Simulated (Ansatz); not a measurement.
# GaH₂O− (SMILES [O-][GaH2]): single points off equilibrium

One table from this session's results is given with a row withheld; the runs are named, their logs left out.

Method: single points in def2-TZVPPD; program: Ansatz 0.2.0, Gaussian basis.

Correlated methods freeze the cores. Filled d shells of the heavier atoms are correlated. B3LYP uses VWN-RPA correlation.

## The starting structure

SMILES `[O-][GaH2]`, 4 atoms, charge -1, spin multiplicity 1.

Atoms are counted from 1 here; the program's logs count them from 0.

Bond lengths: O1–Ga2 1.597 Å, Ga2–H3 1.643 Å, Ga2–H4 1.659 Å. Angles: O1–Ga2–H3 129.0°, O1–Ga2–H4 122.6°, H3–Ga2–H4 108.4°.

Geometry (Å):

| atom | x (Å) | y (Å) | z (Å) |
| --- | --- | --- | --- |
| O1 | -0.9726 | -0.4473 | 1.3327 |
| Ga2 | -0.1058 | -0.0605 | 0.0487 |
| H3 | -0.5646 | 0.0001 | -1.5277 |
| H4 | 1.4673 | 0.4547 | 0.1554 |

The first run:

File run/in.yaml:

```yaml
crystal:
  periodic: [false, false, false]
  atoms:
    - {symbol: O, position_ang: [-0.972600, -0.447300, 1.332700]}
    - {symbol: Ga, position_ang: [-0.105800, -0.060500, 0.048700]}
    - {symbol: H, position_ang: [-0.564600, 0.000100, -1.527700]}
    - {symbol: H, position_ang: [1.467300, 0.454700, 0.155400]}
basis:
  gaussian: {orbitals: "def2-TZVPPD.json"}
total_charge: -1
correlation: {method: ccsd_t}
output: {forces: true}
```

The basis file named in the input lies beside it (Basis Set Exchange, JSON).

The command line of these runs was not kept.

Steps of the session up to this table: CCSD(T)/def2-TZVPPD; PBE0-D4/def2-TZVPPD; wB97M-V/def2-TZVPPD; r2SCAN-D4/def2-TZVPPD; PBE-D4/def2-TZVPPD; BLYP-D4/def2-TZVPPD; B3LYP-D4/def2-TZVPPD.

One table of the session follows, with a row left open; its other results are not shown here.

```
   method  RMS force component (eV/Å)  angle to CCSD(T) forces (°)
  CCSD(T)                       2.353                    reference
  PBE0-D4                           ?                            ?
  wB97M-V                       2.183                          0.5
r2SCAN-D4                       2.170                          0.2
   PBE-D4                       2.350                          2.2
  BLYP-D4                       2.483                          2.5
 B3LYP-D4                       2.270                          0.9
```

Estimate the missing values for PBE0-D4.

The run gave: RMS force component (eV/Å): 2.129; angle to CCSD(T) forces (°): 0.6. In the column «RMS force component (eV/Å)» it is the lowest.
